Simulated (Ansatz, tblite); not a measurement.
**Sn(GeH3)H3 (SnGeH6): removing an electron**

The task here is to estimate one member of a computed series from the others.

Computed with Ansatz 0.2.0, Gaussian basis. Level: as each input shows.

Plan: charge +1 doublet, at the geometry of the singlet (PBE0-D4/def2-TZVP, PBE-D4/def2-TZVP, r2SCAN-D4/def2-TZVP, ωB97X-V/def2-TZVP, HSE06-D4/def2-TZVP, r2SCAN0-D4/def2-TZVP, B97M-V/def2-TZVP, BHLYP-D4/def2-TZVP); the starting singlet's energies come from earlier runs.

3 further runs of the same task are left out: 1 for a known fault of the program, 2 set aside as unsound or not needed.

### The geometry

The singlet was relaxed beforehand with r2SCAN-D4/def2-TZVP.

8 atoms, charge 0, spin multiplicity 1.

Atoms are counted from 1 here; the program's logs count them from 0.

Bond lengths: Sn1–Ge2 2.592 Å, Sn1–H6 1.707 Å, Sn1–H7 1.707 Å, Sn1–H8 1.707 Å, Ge2–H3 1.534 Å, Ge2–H4 1.534 Å, Ge2–H5 1.534 Å. Angles: Ge2–Sn1–H6 110.6°, Ge2–Sn1–H7 110.5°, Ge2–Sn1–H8 110.6°, H6–Sn1–H7 108.3°, H6–Sn1–H8 108.3°, H7–Sn1–H8 108.3°, Sn1–Ge2–H3 110.8°, Sn1–Ge2–H4 110.5°, Sn1–Ge2–H5 110.7°, H3–Ge2–H4 108.2°, H3–Ge2–H5 108.3°, H4–Ge2–H5 108.2°.

Sn takes a core potential in the def2 sets. No spin-orbit coupling is included.

The first run:

Input file in.yaml:

```yaml
crystal:
  periodic: [false, false, false]
  atoms:
    - {symbol: Sn, position_ang: [-0.003740, 0.007111, -1.273839]}
    - {symbol: Ge, position_ang: [0.003949, -0.006741, 1.317639]}
    - {symbol: H, position_ang: [0.824037, 1.168303, 1.866620]}
    - {symbol: H, position_ang: [0.617257, -1.309583, 1.847368]}
    - {symbol: H, position_ang: [-1.425341, 0.107954, 1.863859]}
    - {symbol: H, position_ang: [1.591890, -0.022325, -1.878492]}
    - {symbol: H, position_ang: [-0.775137, 1.410908, -1.862713]}
    - {symbol: H, position_ang: [-0.832925, -1.355638, -1.880442]}
basis:
  gaussian: {orbitals: def2-SVP}
total_charge: 1
magnetization: {spin_polarized: true, initial_magnetization: 1}
hamiltonian: {xc: pbe0, dispersion: d4}
output: {orbitals: {seedname: orbitals}}
```

Run with:

```console
$ ansatz run in.yaml --threads 2 --pin off --events-out ev --progress --plain --max-ram 4352MiB
```

Among the steps run: Charge +1 doublet at the fixed geometry, first pass, PBE0-D4/def2-SVP; Charge +1 doublet at the fixed geometry, PBE0-D4/def2-TZVP; Charge +1 doublet at the fixed geometry, PBE-D4/def2-TZVP; Charge +1 doublet at the fixed geometry, r2SCAN-D4/def2-TZVP; Charge +1 doublet at the fixed geometry, ωB97X-V/def2-TZVP; Charge +1 doublet at the fixed geometry, HSE06-D4/def2-TZVP; Charge +1 doublet at the fixed geometry, r2SCAN0-D4/def2-TZVP; Charge +1 doublet at the fixed geometry, B97M-V/def2-TZVP; Charge +1 doublet at the fixed geometry, BHLYP-D4/def2-TZVP.

One of the session's tables, all rows but one given; the rest of the session is left out.

It belongs to the step «Vertical ionisation energy». Beside −ε(HOMO) of the starting state:

```
               level  −ε(HOMO) (eV)  by difference (eV)  mismatch (eV)
    PBE-D4/def2-TZVP           6.92                9.80          -2.88
 r2SCAN-D4/def2-TZVP           7.18                9.87          -2.69
    B97M-V/def2-TZVP              ?                   ?              ?
   PBE0-D4/def2-TZVP           7.95                9.94          -1.99
r2SCAN0-D4/def2-TZVP           8.12                9.97          -1.85
  HSE06-D4/def2-TZVP           7.56                9.93          -2.37
  BHLYP-D4/def2-TZVP           8.86                9.99          -1.13
   ωB97X-V/def2-TZVP          10.12               10.03          +0.09
```

**Question.** Estimate the row for B97M-V/def2-TZVP.

The run gave: −ε(HOMO) (eV): 7.27; by difference (eV): 9.98; mismatch (eV): -2.72. In the column «−ε(HOMO) (eV)» it lies between r2SCAN-D4/def2-TZVP (7.18) and HSE06-D4/def2-TZVP (7.56).
